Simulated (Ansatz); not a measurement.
Write a Python script for the Ansatz DFT code, driven from Python that makes energies of removing a hydrogen of CH₂FNOSi, SMILES O=C1N[SiH]1F. Use (for the species named): PBE0, 6-31G basis, multiplicity 1.

```yaml
atoms:
  - { symbol: O, position_ang: [0.2182, -1.8619, 1.2251] }
  - { symbol: C, position_ang: [-0.1112, -0.8343, 0.5921] }
  - { symbol: N, position_ang: [-0.6604, 0.3823, 0.6848] }
  - { symbol: Si, position_ang: [0.3461, 0.0067, -0.8948] }
  - { symbol: F, position_ang: [-0.8710, 0.1079, -2.0190] }
  - { symbol: H, position_ang: [-0.1329, 1.0120, 1.3259] }
  - { symbol: H, position_ang: [1.2723, 1.1192, -0.9598] }
```

The script, `bde_ch2fnosi.py`:
```python
"""X-H bond energies of CH2FNOSi without relaxation."""

import ansatz

BASIS_SET = "6-31G"
FUNCTIONAL = "pbe0"


def single_point(molecule, charge=0, unpaired=0):
    calc = (
        molecule.calculation()
        .basis(gaussian=BASIS_SET)
        .functional(FUNCTIONAL)
        .accuracy("medium")
    )
    if charge:
        calc = calc.charge(charge)
    if unpaired:
        calc = calc.spin("collinear", total=unpaired)
    report = calc.run().report
    if report["published_state_doubts"]:
        print("  doubts:", report["published_state_doubts"])
    return report["free_energy_ev"]

def without(molecule, index):
    rest = ansatz.Crystal.molecule()
    for i, site in enumerate(molecule.cartesian_sites):
        if i != index:
            rest = rest.atom(site.symbol, site.position_ang)
    return rest

geometry_ang = [
    ("O", (0.2182, -1.8619, 1.2251)),
    ("C", (-0.1112, -0.8343, 0.5921)),
    ("N", (-0.6604, 0.3823, 0.6848)),
    ("Si", (0.3461, 0.0067, -0.8948)),
    ("F", (-0.871, 0.1079, -2.019)),
    ("H", (-0.1329, 1.012, 1.3259)),
    ("H", (1.2723, 1.1192, -0.9598)),
]
geometry = ansatz.Crystal.molecule()
for symbol, xyz in geometry_ang:
    geometry = geometry.atom(symbol, xyz)

whole = single_point(geometry, 0)
hydrogen = single_point(ansatz.Crystal.molecule().atom("H", (0, 0, 0)), 0, 1)
print(f"E(molecule) = {whole:.5f} eV, E(H) = {hydrogen:.5f} eV")
for index in [5, 6]:
    radical = single_point(without(geometry, index), 0, 1)
    print(f"H{index}: homolysis {96.485332 * (radical + hydrogen - whole):.1f} kJ/mol")
```

`python bde_ch2fnosi.py` gives:
```text
E(molecule) = -15184.85756 eV, E(H) = -13.58146 eV
H5: homolysis 368.8 kJ/mol
H6: homolysis 301.0 kJ/mol
```

Caveats:
- The settings weren't tested for convergence.
- The geometry is a force-field or estimated start, not a minimum of this method, and the basis set is short of its limit. All parts are taken at fixed geometry, without zero-point energy.
- The whole script took 12 s on 1 thread of Arm Neoverse V1, on a shared host, peak memory 0.19 GiB.
